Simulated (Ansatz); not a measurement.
# ClH₃O₃Sn, SMILES [OH][Sn]([OH])([OH])[Cl]: energies of removing a hydrogen

Program: the Ansatz DFT code, driven from Python.

Input file `clh3o3sn.xyz`:
```text
8

O    -0.87240    0.97690    1.21890
Sn    0.11030    0.26070   -0.30300
O     1.94360   -0.07630    0.26630
O    -0.64370   -1.42710   -0.88640
Cl    0.11980    1.78160   -2.11370
H    -1.83130    1.17030    0.83930
H     1.91690   -0.74630    1.00750
H    -0.65100   -1.99690   -0.08470
```

The cells in order, each with its output:

In [1]:
```python
import ansatz
```

In [2]:
```python
def energy(molecule, charge=0, unpaired=0):
    calc = (
        molecule.calculation()
        .basis(gaussian="def2-SVPD")
        .functional("r2scan0")
    )
    if charge:
        calc = calc.charge(charge)
    if unpaired:
        calc = calc.spin("collinear", total=unpaired)
    report = calc.run(threads=1).report
    if report["published_state_doubts"]:
        print("  doubts:", report["published_state_doubts"])
    return report["free_energy_ev"]

def without(molecule, index):
    rest = ansatz.Crystal.molecule()
    for i, site in enumerate(molecule.cartesian_sites):
        if i != index:
            rest = rest.atom(site.symbol, site.position_ang)
    return rest
```

In [3]:
```python
clh3o3sn = ansatz.Crystal.molecule_from_extxyz("clh3o3sn.xyz")
```

In [4]:
```python
whole = energy(clh3o3sn, 0)
hydrogen = energy(ansatz.Crystal.molecule().atom("H", (0, 0, 0)), 0, 1)
print(f"E(molecule) = {whole:.5f} eV, E(H) = {hydrogen:.5f} eV")
for index in [7]:
    radical = energy(without(clh3o3sn, index), 0, 1)
    print(f"H{index}: homolysis {96.485332 * (radical + hydrogen - whole):.1f} kJ/mol")
```
```text
E(molecule) = -24534.45140 eV, E(H) = -13.58464 eV
H7: homolysis 499.1 kJ/mol
```

Notes:
- Total energies depend on the basis set; only differences at equal settings carry meaning.
- The geometry is a force-field or estimated start, not a minimum of this method, and the basis set is short of its limit. All parts are taken at fixed geometry, without zero-point energy.
- def2 sets replace the cores of elements past krypton by effective core potentials.
- The spin-orbit lowering of heavy atoms is left out.
- Run time: 99 s on 1 thread of Intel(R) Xeon(R) Platinum 8375C CPU @ 2.90GHz (Ice Lake) (shared host), peak memory 0.77 GiB.
